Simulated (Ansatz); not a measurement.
# BGe+ (triplet): wave-function methods side by side, cc-pVDZ

How much of the correlation energy of BGe+ (triplet) does each wave-function method recover here?

Method: cc-pVDZ, core rule «outside noble gas», up to 15 orbitals frozen; program: Ansatz 0.2.0, Gaussian basis.

Plan: UHF; CCSD(T) on ROHF; CCSD(T) on UHF; BCCD(T) on ROHF; CISD; CCSDT(Q) on ROHF; CCSDT(Q) on UHF; CISDTQ; CASSCF and MRCISD+Q, 6 electrons in 8 orbitals; CASSCF and NEVPT4(SD), 6 electrons in 8 orbitals; CASSCF and NEVPT2, 6 electrons in 8 orbitals; Full CI.

9 further runs of the same task are left out: 4 that didn't finish, 5 set aside as unsound or not needed.

**1. The system**

The geometry is a PBE0/def2-TZVP stationary point (not a proven minimum) of the parent state, kept for this charge and spin. No spin-orbit coupling is included. The filled d shell of Ge may be among the frozen orbitals whatever the setting's name suggests; the logs give the count.

2 atoms, charge 1, spin multiplicity 3.

Atoms are counted from 1 here; the program's logs count them from 0.

Bond lengths: Ge1–B2 1.977 Å.

**2. UHF**

The input, in.yaml:

```yaml
crystal:
  periodic: [false, false, false]
  atoms:
    - {symbol: Ge, position_ang: [0.000000, 0.000000, 0.000000]}
    - {symbol: B, position_ang: [0.000000, 0.000000, 1.977400]}
basis:
  gaussian: {orbitals: cc-pVDZ}
total_charge: 1
magnetization: {spin_polarized: true, initial_magnetization: 2}
hamiltonian: {xc: hf}
output: {orbitals: {seedname: orbitals}}
```

Command:

```
ansatz run in.yaml --threads 1 --pin off --events-out ev --progress --plain --max-ram 2393MiB
```

After this run come: CCSD(T) on ROHF; CCSD(T) on UHF; BCCD(T) on ROHF; CISD; CCSDT(Q) on ROHF; CCSDT(Q) on UHF; CISDTQ; CASSCF and MRCISD+Q, 6 electrons in 8 orbitals; CASSCF and NEVPT4(SD), 6 electrons in 8 orbitals; CASSCF and NEVPT2, 6 electrons in 8 orbitals; Full CI.

Before running them: what should the planned runs give, taken together? Wanted: FCI below the RHF energy; RMP2 from FCI; UMP2 from FCI; RCCSD from FCI; RCCSD(T) from FCI; UCCSD(T) from FCI; RCCSDT(Q) from FCI; UCCSDT(Q) from FCI; NEVPT2 valence from FCI.

The runs gave:

| quantity | value |
| --- | --- |
| FCI below the RHF energy | -3.3729 eV |
| RMP2 from FCI | +1164.8 meV |
| UMP2 from FCI | +1219.9 meV |
| RCCSD from FCI | +321.9 meV |
| RCCSD(T) from FCI | +79.3 meV |
| UCCSD(T) from FCI | +77.4 meV |
| RCCSDT(Q) from FCI | -0.2 meV |
| UCCSDT(Q) from FCI | -4.9 meV |
| NEVPT2 valence from FCI | +468.3 meV |
| NEVPT4(SD) valence from FCI | +124.5 meV |
| MRCISD+Q valence from FCI | +85.3 meV |
| levels within 1 kcal/mol (43 meV) | RCCSDT, UCCSDT, CISDTQ, RCCSDT(Q), UCCSDT(Q) |
| T1 diagnostic | 0.046 |
| effectively unpaired electrons | 2.23 |

What this shows: RCCSD(T) misses by +79.3 meV, 2.4 % of the correlation energy. UCCSDT(Q) falls below full CI: unrestricted runs freeze a spin-polarised core, another one than full CI's, and coupled cluster isn't variational. The occupations show some static correlation. Of the multireference levels listed MRCISD+Q valence comes nearest in total energy (+85.3 meV), which doesn't show that its space is the better one. Coupled cluster took another determinant than the lowest Hartree-Fock one. These misses are within one basis, not against nature; the frozen cores of restricted and unrestricted runs differ, which can shift their rows.
